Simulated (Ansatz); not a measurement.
# CH₄F₂GeO: a ladder of functionals and wavefunction methods

Aim: compute CH₄F₂GeO with functionals from several rungs and with coupled cluster, and see how far each lands from CCSD(T) at the basis-set limit for the atomisation energy.

The runs use Ansatz 0.2.0, Gaussian basis; functionals in def2-TZVPP, the program's frozen cores in correlated methods.

The runs, in order: PBE-D4, r2SCAN-D4, PBE0-D4, B3LYP-D4, ωB97X-V, ωB97M-V, B2PLYP; CCSD(T)/def2-TZVPP; MP2/def2-QZVPP; extrapolation to the limit.

### 1 The relaxed structure

An earlier PBE0-D4 in a triple-zeta def2 set relaxation fixed the geometry.

SMILES `O[CH](F)[GeH2][F]`, 9 atoms, charge 0, spin multiplicity 1.

Atoms are counted from 1 here; the program's logs count them from 0.

Bond lengths: O1–C2 1.376 Å, O1–H6 0.964 Å, C2–F3 1.387 Å, C2–Ge4 1.984 Å, C2–H7 1.097 Å, Ge4–F5 1.743 Å, Ge4–H8 1.534 Å, Ge4–H9 1.532 Å. Angles: C2–O1–H6 109.9°, O1–C2–F3 110.4°, O1–C2–Ge4 107.1°, O1–C2–H7 112.6°, F3–C2–Ge4 109.2°, F3–C2–H7 105.6°, Ge4–C2–H7 111.9°, C2–Ge4–F5 105.2°, C2–Ge4–H8 111.8°, C2–Ge4–H9 111.7°, F5–Ge4–H8 106.1°, F5–Ge4–H9 107.1°, H8–Ge4–H9 114.3°.

### 2 PBE-D4 (GGA)

File in.yaml:

```yaml
crystal:
  periodic: [false, false, false]
  atoms:
    - {symbol: O, position_ang: [-1.644216, -0.292464, 0.029354]}
    - {symbol: C, position_ang: [-0.493807, 0.292602, 0.505782]}
    - {symbol: F, position_ang: [-0.245730, -0.118169, 1.807064]}
    - {symbol: Ge, position_ang: [0.992776, -0.307151, -0.662403]}
    - {symbol: F, position_ang: [2.366600, 0.649977, -0.179206]}
    - {symbol: H, position_ang: [-2.411141, 0.081419, 0.476991]}
    - {symbol: H, position_ang: [-0.563512, 1.386665, 0.549462]}
    - {symbol: H, position_ang: [0.732296, 0.034523, -2.134848]}
    - {symbol: H, position_ang: [1.355133, -1.773702, -0.409397]}
basis:
  gaussian: {orbitals: def2-TZVPP}
hamiltonian: {xc: pbe, dispersion: d4}
output: {forces: true, orbitals: {seedname: orbitals}}
```

Started as:

```
> ansatz run in.yaml --threads 4 --pin off --events-out ev --progress --plain --max-ram 10444MiB
```

Further steps of the session: r2SCAN-D4 (meta-GGA); PBE0-D4 (hybrid); B3LYP-D4 (hybrid); ωB97X-V (range-separated); ωB97M-V (range-separated); B2PLYP (double hybrid); CCSD(T) in def2-TZVPP; MP2 in def2-QZVPP.

Before running them: what should the planned runs give, taken together? Wanted: atomisation energy, CCSD(T)/CBS; farthest; mean size of error, hybrid; mean size of error, range-separated; gap, smallest and largest; T1 diagnostic; triples share of the correlation energy.

**Answer**, as computed:

| quantity | value |
| --- | --- |
| atomisation energy, CCSD(T)/CBS | 746.0 kcal/mol |
| functionals within 7.5 kcal/mol (1.0 %) | r2SCAN-D4, ωB97X-V, ωB97M-V |
| farthest | PBE-D4 (+14.7 kcal/mol) |
| mean size of error, hybrid | 8.4 kcal/mol |
| mean size of error, range-separated | 2.3 kcal/mol |
| gap, smallest and largest | 6.03 eV (PBE-D4), 12.89 eV (ωB97X-V) |
| T1 diagnostic | 0.0121 |
| triples share of the correlation energy | 3.2 % |

PBE-D4 misses by +14.7 kcal/mol. Double hybrids carry the basis error of their MP2 part in triple zeta, and no dispersion term here, so their miss is partly the set-up's. Misses under about 7.5 kcal/mol are within the doubt on the reference itself, which lacks core-valence correlation, relativity and higher excitations, and its outer-core shells are covered unevenly. Hartree-Fock recovers 68 % of the binding; the rest is correlation. The gap grows from 6.0 to 12.9 eV across the functionals, mostly with the share of exact exchange. Correlated methods include outer-core shells of Ge, which these sets cover unevenly.
